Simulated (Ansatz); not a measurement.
# CH₅BClFSi: a ladder of functionals and wavefunction methods

An exercise on one series of results from a longer session: the logs are not shown, and one member is left open.

The runs use Ansatz 0.2.0, Gaussian basis; functionals in def2-TZVPP, the program's frozen cores in correlated methods.

Levels to be run: PBE-D4, r2SCAN-D4, PBE0-D4, B3LYP-D4, ωB97X-V, ωB97M-V, B2PLYP; CCSD(T)/def2-TZVPP; MP2/def2-QZVPP; extrapolation to the limit.

## The geometry

All runs share one geometry, relaxed beforehand with PBE0-D4 in a triple-zeta def2 set.

SMILES `B[SiH2]C(F)Cl`, 10 atoms, charge 0, spin multiplicity 1.

Atoms are counted from 1 here; the program's logs count them from 0.

Bond lengths: B1–Si2 2.009 Å, B1–H6 1.195 Å, B1–H7 1.195 Å, Si2–C3 1.912 Å, Si2–H8 1.486 Å, Si2–H9 1.492 Å, C3–F4 1.373 Å, C3–Cl5 1.780 Å, C3–H10 1.092 Å. Angles: Si2–B1–H6 120.0°, Si2–B1–H7 122.3°, H6–B1–H7 117.7°, B1–Si2–C3 112.2°, B1–Si2–H8 113.3°, B1–Si2–H9 108.0°, C3–Si2–H8 107.2°, C3–Si2–H9 106.7°, H8–Si2–H9 109.3°, Si2–C3–F4 110.1°, Si2–C3–Cl5 110.5°, Si2–C3–H10 113.7°, F4–C3–Cl5 109.0°, F4–C3–H10 107.5°, Cl5–C3–H10 105.8°.

The first run:

Input file in.yaml:

```yaml
crystal:
  periodic: [false, false, false]
  atoms:
    - {symbol: B, position_ang: [-0.205373, 0.650562, 1.783244]}
    - {symbol: Si, position_ang: [-0.530692, 0.444919, -0.188604]}
    - {symbol: C, position_ang: [0.660090, -0.819256, -0.987885]}
    - {symbol: F, position_ang: [0.534352, -2.040114, -0.372088]}
    - {symbol: Cl, position_ang: [0.301062, -1.004686, -2.721208]}
    - {symbol: H, position_ang: [-1.011395, 1.208762, 2.466679]}
    - {symbol: H, position_ang: [0.796884, 0.266640, 2.308158]}
    - {symbol: H, position_ang: [-1.913705, 0.011147, -0.515032]}
    - {symbol: H, position_ang: [-0.259755, 1.759531, -0.839001]}
    - {symbol: H, position_ang: [1.711632, -0.528708, -0.931464]}
basis:
  gaussian: {orbitals: def2-TZVPP}
hamiltonian: {xc: pbe, dispersion: d4}
output: {forces: true, orbitals: {seedname: orbitals}}
```

Run with:

```bash
$ ansatz run in.yaml --threads 4 --pin off --events-out ev --progress --plain --max-ram 10444MiB
```

Among the steps run: PBE-D4 (GGA); r2SCAN-D4 (meta-GGA); PBE0-D4 (hybrid); B3LYP-D4 (hybrid); ωB97X-V (range-separated); ωB97M-V (range-separated); B2PLYP (double hybrid); CCSD(T) in def2-TZVPP; MP2 in def2-QZVPP.

One of the session's tables, all rows but one given; the rest of the session is left out.

| method | atomisation energy (eV) |
| --- | --- |
| PBE-D4 | 34.089 |
| r2SCAN-D4 | ? |
| PBE0-D4 | 33.557 |
| B3LYP-D4 | 33.470 |
| ωB97X-V | 33.736 |
| ωB97M-V | 33.643 |
| B2PLYP | 33.055 |
| HF/def2-TZVPP | 24.801 |
| MP2/def2-TZVPP | 33.052 |
| CCSD/def2-TZVPP | 32.042 |
| CCSD(T)/def2-TZVPP | 32.527 |
| MP2/CBS | 33.939 |
| CCSD(T)/CBS | 33.414 |

Q: Estimate the row for r2SCAN-D4 from the others.

As computed: atomisation energy (eV): 33.706. In the column «atomisation energy (eV)» it lies between ωB97M-V (33.643) and ωB97X-V (33.736).

To keep in mind: Free atoms (1 B, 1 Si, 1 C, 1 F, 1 Cl, 5 H) were run apart at each level; the atomisation energy is their sum less the molecule, without zero-point or spin-orbit terms.
